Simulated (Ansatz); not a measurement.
# EuNbNO2: the cost of one run

Method: DFT PBEsol without U, plane waves, PAW, no spin–orbit coupling unless a run says so, in Ansatz 0.2.0.

### 1 The starting structure

Symmetry: P4/mmm, No. 123, tetragonal system. Conventional cell: a = 4.054 Å, b = 4.054 Å, c = 4.105 Å, α = 90.00°, β = 90.00°, γ = 90.00°. Eu (site symmetry 4/mmm) has 4 N at 2.87 Å and 8 O at 2.88 Å in its first shell of neighbours. Around N (site symmetry 4/mmm) lie 2 Nb at 2.05 Å and 4 Eu at 2.87 Å. Nb (site symmetry 4/mmm) has 4 O at 2.03 Å and 2 N at 2.05 Å in its first shell of neighbours. O (site symmetry mmm) has 2 Nb at 2.03 Å and 4 Eu at 2.88 Å in its first shell of neighbours.

As a file:

```
Eu N Nb O
1.0
     4.05428    0.00000    0.00000
     0.00000    4.05428    0.00000
     0.00000    0.00000    4.10514
Eu N Nb O
1 1 1 2
Direct
  0.00000 0.00000 0.00000
  0.50000 0.50000 0.00000
  0.50000 0.50000 0.50000
  0.50000 0.00000 0.50000
  0.00000 0.50000 0.50000
```

An earlier series on this cell reached its lowest free state from «ferromagnetic start, free, default search», perhaps among other starts.

### 2 Spin-orbit coupling, direction held

The input, input.yaml:

```yaml
crystal:
  lattice:
    - [4.05427633, 0.0, 0.0]
    - [0.0, 4.05427633, 0.0]
    - [0.0, 0.0, 4.10514433]
  atoms:
    - { symbol: Eu, position: [0.0, 0.0, 0.0], spin: 7.0, spin_axis: [0.57735, 0.57735, 0.57735] }
    - { symbol: "N", position: [0.5, 0.5, 0.0] }
    - { symbol: Nb, position: [0.5, 0.5, 0.5] }
    - { symbol: O, position: [0.5, 0.0, 0.5] }
    - { symbol: O, position: [0.0, 0.5, 0.5] }
basis:
  ecutwfc: 420
  ecutrho_ratio: 4
kpoints:
  mp_grid: { grid: [5, 5, 5] }
hamiltonian:
  xc: pbesol
scf:
  occupations: { method: gaussian, width: 0.05 }
  lower_state_search: "off"
  max_iter: 150
output:
  forces: true
  stress: true
  eigenvalues: true
  populations: true
  hubbard: { sites: [{ site: 0, l: f }] }
magnetization:
  noncollinear: true
  spin_orbit: true
  spin_locking: { lock_directions: true }
```

The lock stays on to the end, so the result is a constrained state unless its moments die out. This run includes spin–orbit coupling.

Command:

```console
$ ansatz run input.yaml --threads 4 --pin off --max-ram 6144MiB --backend cpu --events-out ev --progress --plain --runs-dir out
```

**Question.** How long does this run take on 4 threads of Arm Neoverse V1, shared host, and how much memory does it need?

About 47 s, with a peak of 0.91 GiB.
